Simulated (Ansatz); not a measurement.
Crystal: MnPt2.

```
CELL_PARAMETERS angstrom
2.85840 0.00000 0.00000
-1.42920 2.47545 0.00000
0.00000 0.00000 6.53250
ATOMIC_POSITIONS crystal
Pt 0.66667 0.33333 0.31621
Pt 0.33333 0.66667 0.68379
Mn 0.00000 0.00000 0.00000
```

The cell comes from a database or a generator and needn't be the stable form of this composition.

| Item | Value |
| --- | --- |
| Program | Ansatz 0.2.0 |
| Task | single point |
| Functional | PBE |
| Potentials or basis | Ansatz PAW |
| Cutoff | 420 eV (not typed: the program's choice for these potentials) |
| k mesh | 11 × 11 × 4 |
| Occupations | fermi-dirac, width 0.05 eV |
| Spin | collinear spin, ferromagnetic start |
| Starting moments | [0.0, 0.0, 4.0] μB |

On this cell: pressure -0.5 GPa; largest force 0.024 eV/Å; net moment 4.55 μB per cell; site moments Pt +0.32; Mn +3.74 μB; band gap on the k mesh none (metal or under the smearing width).

The same run follows on a disturbed copy (atoms moved at random, drawn with an rms of 0.05 Å):

```xyz
3
Lattice="2.8584 0.0000 0.0000 -1.4292 2.4755 0.0000 0.0000 0.0000 6.5325" Properties=species:S:1:pos:R:3 pbc="T T T"
Pt    1.4108    0.8661    2.0592
Pt    0.0313    1.6535    4.4467
Mn   -0.0487   -0.0684   -0.0382
```

Q: What changes?

A: The energy (extrapolated to zero smearing) moves by +7.3 meV/atom; pressure -0.3 GPa; largest force 0.434 eV/Å; net moment 4.56 μB per cell; site moments Pt +0.31, +0.32; Mn +3.71 μB; band gap on the k mesh none (metal or under the smearing width).

Forces in eV/Å, atoms in the order of the input:
```
Pt  -0.005 -0.165 -0.198
Pt  -0.155 -0.087 -0.117
Mn   0.160  0.252  0.315
```

Stress tensor (GPa, compression positive):
```
-1.32  0.20  0.36
 0.20 -1.30 -0.04
 0.36 -0.04  1.81
```
